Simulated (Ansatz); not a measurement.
Ga3Se:

```
Se Ga
1.0
     4.43246    0.00000    0.00000
     0.00000    4.43246    0.00000
     0.00000    0.00000    4.43246
Se Ga
1 3
Direct
  0.00000 0.00000 0.00000
  0.50000 0.50000 0.00000
  0.50000 0.00000 0.50000
  0.00000 0.50000 0.50000
```

The cell comes from a database or a generator and needn't be the stable form of this composition.

Base run:

```yaml
Program: Ansatz 0.2.0
Functional: r2SCAN
Potentials_or_basis: Ansatz PAW
Cutoff: 500 eV
Density_cutoff: 2000 eV
k_mesh: 4 × 4 × 4
Occupations: fermi-dirac, width 0.05 eV
Spin: no spin polarisation
```

Its results: band gap on the k mesh none (metal or under the smearing width); pressure -1.2 GPa.

**Question.** The run is repeated on the same cell with these changes: functional from r2SCAN to LDA; cutoff from 500 eV to 420 eV; density cutoff from 2000 eV to 1680 eV. What comes out?

**Answer.** Band gap on the k mesh none (metal or under the smearing width); pressure -4.6 GPa.

Caveats: the PAW data sets come from PBE, with cores solved anew for the run's functional, which leaves a small shift of forces and pressure.

Not every run made on this cell is shown here.
